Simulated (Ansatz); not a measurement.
Task: a single point of Na₃La, space group P6_3/mmc, with Ansatz's Python interface. Give the script and its output. Level of theory: r2SCAN, PAW, cutoff 500 eV, 4×4×4 k-points, Fermi-Dirac smearing of 0.1 eV.

```
Na La
1.0
     7.53837    0.00000    0.00000
    -3.76919    6.52842    0.00000
     0.00000    0.00000    5.89732
Na La
6 2
Direct
  0.16019 0.32037 0.25000
  0.16019 0.83981 0.25000
  0.67963 0.83981 0.25000
  0.83981 0.67963 0.75000
  0.83981 0.16019 0.75000
  0.32037 0.16019 0.75000
  0.33333 0.66667 0.75000
  0.66667 0.33333 0.25000
```

`na3la_scf.py`:
```python
import ansatz
import numpy as np

vectors = np.array([
    [7.53837427, 0.0, 0.0],
    [-3.76918713, 6.52842362, 0.0],
    [0.0, 0.0, 5.897318],
])
crystal = (
    ansatz.Lattice.of(vectors)
    .atom('Na', (0.160187, 0.320374, 0.25))
    .atom('Na', (0.160187, 0.839813, 0.25))
    .atom('Na', (0.679626, 0.839813, 0.25))
    .atom('Na', (0.839813, 0.679626, 0.75))
    .atom('Na', (0.839813, 0.160187, 0.75))
    .atom('Na', (0.320374, 0.160187, 0.75))
    .atom('La', (1 / 3, 2 / 3, 0.75))
    .atom('La', (2 / 3, 1 / 3, 0.25))
)

job = (
    crystal.calculation()
    .basis(500)
    .kpoints(4)
    .occupations('Fermi-Dirac', width=0.1)
    .functional('r2SCAN')
    .scf(tolerance=1e-07)
    .compute(stress=True, potential=True, band_table=True)
)
done = job.run()
report = done.report

n_atoms = len(report['lattice']['sites'])
print('F =', round(report['free_energy_ev'], 4), 'eV for', n_atoms, 'atoms')
print('E(sigma -> 0) =', round(report['energy_sigma0_ev'], 4), 'eV, TS =', round(report['entropy_ts_ev'], 5), 'eV')
print('closed by', report['closed_by'], 'after', report['n_iterations'], 'iterations')

print(job.to_yaml())

print('pressure by term (GPa)')
for term, tensor in report['stress_terms_gpa'].items():
    print(f'  {term:28s} {np.trace(np.array(tensor)) / 3:12.3f}')
print(f'  {"total":28s} {np.trace(np.array(report["stress_gpa"])) / 3:12.3f}')

v = done.potential()
line = v.v_es_ev.mean(axis=(0, 1))
print('planar mean of the electrostatic potential along the third grid axis (eV):')
print(np.round(line[:: max(len(line) // 12, 1)], 3))

gap = None if 'band_edges_ev' not in report else report['band_edges_ev'][1] - report['band_edges_ev'][0]
print('gap on the k mesh:', 'none reported' if gap is None else f'{gap:.3f} eV')

fermi = report['fermi_energy_ev']
print('levels less the Fermi level (eV) at the first k-points')
for k, levels in list(zip(report['kpoints_frac'], report['eigenvalues_ev']))[:6]:
    print('k = ({:.3f}, {:.3f}, {:.3f})'.format(*k))
    print('   ', ' '.join(f'{e - fermi:.3f}' for e in levels))
```

```console
$ python na3la_scf.py
DeckWarning: output.stress: scf.convergence.dr2_threshold = 1e-7 eV (the SCF's general default) is looser than the 8e-10 eV advised for a printed stress (1e-10 eV for each atom of the cell: 8). What an SCF threshold leaves in a stress goes as its square root, and in the free energy as the threshold itself, and one threshold admits the most on a small cell: of the crystals measured, under no hybrid functional and no lock of the moments, on runs that ended without the residual-converged pass, on [...]
F = -21458.827 eV for 8 atoms
E(sigma -> 0) = -21458.6889 eV, TS = 0.2762 eV
closed by deck_thresholds after 9 iterations
crystal:
  lattice:
    - [7.53837427, 0.0, 0.0]
    - [-3.76918713, 6.52842362, 0.0]
    - [0.0, 0.0, 5.897318]
  atoms:
    - { symbol: Na, position: [0.160187, 0.320374, 0.25] }
    - { symbol: Na, position: [0.160187, 0.839813, 0.25] }
    - { symbol: Na, position: [0.679626, 0.839813, 0.25] }
    - { symbol: Na, position: [0.839813, 0.679626, 0.75] }
    - { symbol: Na, position: [0.839813, 0.160187, 0.75] }
    - { symbol: Na, position: [0.320374, 0.160187, 0.75] }
    - { symbol: La, position: [0.3333333333333333, 0.6666666666666666, 0.75] }
    - { symbol: La, position: [0.6666666666666666, 0.3333333333333333, 0.25] }
basis:
  ecutwfc: 500.0
kpoints:
  mp_grid:
    grid: [4, 4, 4]
hamiltonian:
  xc: r2scan
scf:
  convergence:
    dr2_threshold: 1.0e-07
  occupations:
    method: fermi_dirac
    width: 0.1
output:
  write_potential: true
  stress: true
  eigenvalues: true

pressure by term (GPa)
  kinetic                           404.705
  hartree                           618.705
  ewald                            -837.550
  local_pseudopotential            -424.876
  nonlocal_pseudopotential           -5.102
  augmentation                      324.781
  nlcc                              -25.451
  hubbard                             0.000
  exx                                 0.000
  electric_field                      0.000
  mag_constraint                      0.000
  xc                                -54.898
  dispersion                          0.000
  external_charges                    0.000
  augmentation_tail                   0.000
  scf_correction                      0.002
  pulay_correction                    0.012
  total                               0.327
planar mean of the electrostatic potential along the third grid axis (eV):
[ 5.598  4.874  2.363 -1.87  -3.256  0.315  3.876  5.422  5.422  3.876
  0.315 -3.256 -1.87   2.363  4.874]
gap on the k mesh: none reported
levels less the Fermi level (eV) at the first k-points
k = (0.000, 0.000, 0.000)
    -54.828 -54.826 -54.826 -54.826 -54.825 -54.825 -35.224 -35.221 -25.271 -25.266 -25.258 -25.257 -25.257 -25.254 -25.254 -25.251 -25.251 -25.244 -25.240 -25.240 -25.235 -25.235 -25.234 -25.234 -25.234 -25.231 -18.409 -18.409 -18.406 -18.387 -18.387 -18.386 -3.558 -0.733 -0.537 -0.537 -0.195 -0.059 -0.059 0.406 0.406 0.645 0.779 0.779 0.819 0.842
k = (0.000, 0.000, 0.250)
    -54.828 -54.826 -54.826 -54.826 -54.825 -54.825 -35.223 -35.222 -25.268 -25.266 -25.263 -25.263 -25.256 -25.256 -25.256 -25.245 -25.245 -25.242 -25.239 -25.239 -25.238 -25.235 -25.235 -25.233 -25.233 -25.233 -18.406 -18.405 -18.405 -18.393 -18.390 -18.390 -3.223 -1.061 -0.524 -0.524 -0.257 -0.257 0.136 0.246 0.474 0.474 0.802 0.802 0.854 0.866
k = (0.000, 0.000, -0.500)
    -54.827 -54.827 -54.826 -54.826 -54.826 -54.826 -35.222 -35.222 -25.266 -25.266 -25.262 -25.262 -25.262 -25.262 -25.248 -25.248 -25.239 -25.239 -25.239 -25.239 -25.238 -25.238 -25.234 -25.234 -25.234 -25.234 -18.403 -18.403 -18.397 -18.397 -18.397 -18.397 -2.290 -2.290 -0.468 -0.468 -0.468 -0.468 0.685 0.685 0.722 0.722 0.722 0.722 0.865 0.865
k = (0.000, 0.250, 0.000)
    -54.828 -54.826 -54.826 -54.826 -54.825 -54.825 -35.223 -35.222 -25.270 -25.264 -25.258 -25.257 -25.256 -25.253 -25.252 -25.251 -25.249 -25.245 -25.240 -25.240 -25.238 -25.236 -25.236 -25.234 -25.233 -25.232 -18.411 -18.408 -18.403 -18.390 -18.389 -18.386 -3.280 -1.426 -0.990 -0.455 -0.122 0.021 0.258 0.293 0.454 0.608 0.797 0.815 0.824 0.825
k = (0.000, 0.250, 0.250)
    -54.827 -54.826 -54.826 -54.826 -54.825 -54.825 -35.223 -35.222 -25.267 -25.264 -25.262 -25.262 -25.256 -25.255 -25.254 -25.246 -25.245 -25.242 -25.240 -25.239 -25.238 -25.237 -25.236 -25.235 -25.234 -25.233 -18.411 -18.407 -18.400 -18.398 -18.389 -18.387 -2.958 -1.213 -0.886 -0.703 -0.451 -0.179 0.131 0.379 0.628 0.667 0.707 0.816 0.845 0.851
k = (0.000, 0.250, -0.500)
    -54.827 -54.827 -54.826 -54.826 -54.826 -54.826 -35.222 -35.222 -25.264 -25.264 -25.262 -25.262 -25.261 -25.261 -25.247 -25.247 -25.240 -25.240 -25.240 -25.240 -25.237 -25.237 -25.236 -25.236 -25.235 -25.235 -18.410 -18.410 -18.397 -18.397 -18.391 -18.391 -2.079 -2.079 -0.670 -0.670 -0.399 -0.399 0.201 0.201 0.669 0.669 0.773 0.773 0.868 0.868
```
(Warnings from the package without file and line, shortened.)

Absolute energies stand on the zero of these potentials, so only differences at equal settings mean something. A total without «per atom» is that of the cell as typed. The computed bands are complete only to about 0.8 eV above the Fermi level. For a metal this k-point mesh is coarse: on a finer one energies can move by several to tens of meV an atom and pressures by half a GPa or more, differences at one mesh by less. Pressure is positive in compression. This cell is a computed structure, which may not be the phase found in nature. Levels are Kohn-Sham eigenvalues on this mesh, without spin-orbit coupling. Cost: roughly 29 core-seconds.

(Lines on the test bed's own set-up are left out of the output.)
